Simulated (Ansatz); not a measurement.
# C3H9ClGe: the cost of one run

Program: Ansatz 0.2.0. Level of theory: RHF/def2-SVP. These are calculated values, not measurements.

### 1 The starting structure

Bond lengths: Ge1–Cl2 2.220 Å, Ge1–C3 1.960 Å, C3–H4 1.110 Å, C3–H5 1.110 Å, C3–H6 1.110 Å, Ge1–C7 1.959 Å, C7–H8 1.110 Å, C7–H9 1.110 Å, C7–H10 1.110 Å, Ge1–C11 1.959 Å, C11–H12 1.110 Å, C11–H13 1.110 Å, C11–H14 1.110 Å. Angles (14 of 24 angles, heavy atoms first): Cl2–Ge1–C3 109.4°, Cl2–Ge1–C7 109.5°, Cl2–Ge1–C11 109.5°, C3–Ge1–C7 109.5°, C3–Ge1–C11 109.5°, C7–Ge1–C11 109.5°, Ge1–C3–H4 109.5°, Ge1–C3–H5 109.5°, Ge1–C3–H6 109.5°, Ge1–C7–H8 109.5°, Ge1–C7–H9 109.5°, Ge1–C7–H10 109.5°, Ge1–C11–H12 109.5°, Ge1–C11–H13 109.5°.

As a file:

```xyz
14

Ge    0.0000    0.0000    0.0000
Cl    0.0000    0.0000    2.2200
C     1.8483    0.0000   -0.6527
H     2.1960   -1.0463   -0.7809
H     1.8968    0.5276   -1.6281
H     2.5002    0.5187    0.0808
C    -0.9232    1.5994   -0.6527
H    -1.9758    1.3458   -0.8971
H    -0.9048    2.3840    0.1322
H    -0.4128    1.9760   -1.5636
C    -0.9232   -1.5994   -0.6527
H    -1.4228   -2.1111    0.1962
H    -1.6833   -1.3066   -1.4068
H    -0.1873   -2.2880   -1.1178
```

### 2 Relaxing the start

Input file input.yaml:

```yaml
crystal:
  periodic: [false, false, false]
  atoms:
    - { symbol: Ge, position_ang: [0.0, 0.0, 0.0] }
    - { symbol: Cl, position_ang: [0.0, 0.0, 2.22] }
    - { symbol: C, position_ang: [1.8483, 0.0, -0.6527] }
    - { symbol: H, position_ang: [2.196, -1.0463, -0.7809] }
    - { symbol: H, position_ang: [1.8968, 0.5276, -1.6281] }
    - { symbol: H, position_ang: [2.5002, 0.5187, 0.0808] }
    - { symbol: C, position_ang: [-0.9232, 1.5994, -0.6527] }
    - { symbol: H, position_ang: [-1.9758, 1.3458, -0.8971] }
    - { symbol: H, position_ang: [-0.9048, 2.384, 0.1322] }
    - { symbol: H, position_ang: [-0.4128, 1.976, -1.5636] }
    - { symbol: C, position_ang: [-0.9232, -1.5994, -0.6527] }
    - { symbol: H, position_ang: [-1.4228, -2.1111, 0.1962] }
    - { symbol: H, position_ang: [-1.6833, -1.3066, -1.4068] }
    - { symbol: H, position_ang: [-0.1873, -2.288, -1.1178] }
basis:
  gaussian: { orbitals: def2-SVP }
hamiltonian:
  xc: hf
relax:
  f_tol: 0.02
  max_steps: 40
```

Command:

```console
> ansatz run input.yaml --threads 2 --pin off --max-ram 3072MiB --backend cpu --events-out ev --progress --plain --runs-dir out
```

Q: Estimate wall time and peak memory on 2 threads of Intel Xeon 6975P-C (Granite Rapids), shared host.

About 34 s, with a peak of 0.42 GiB.
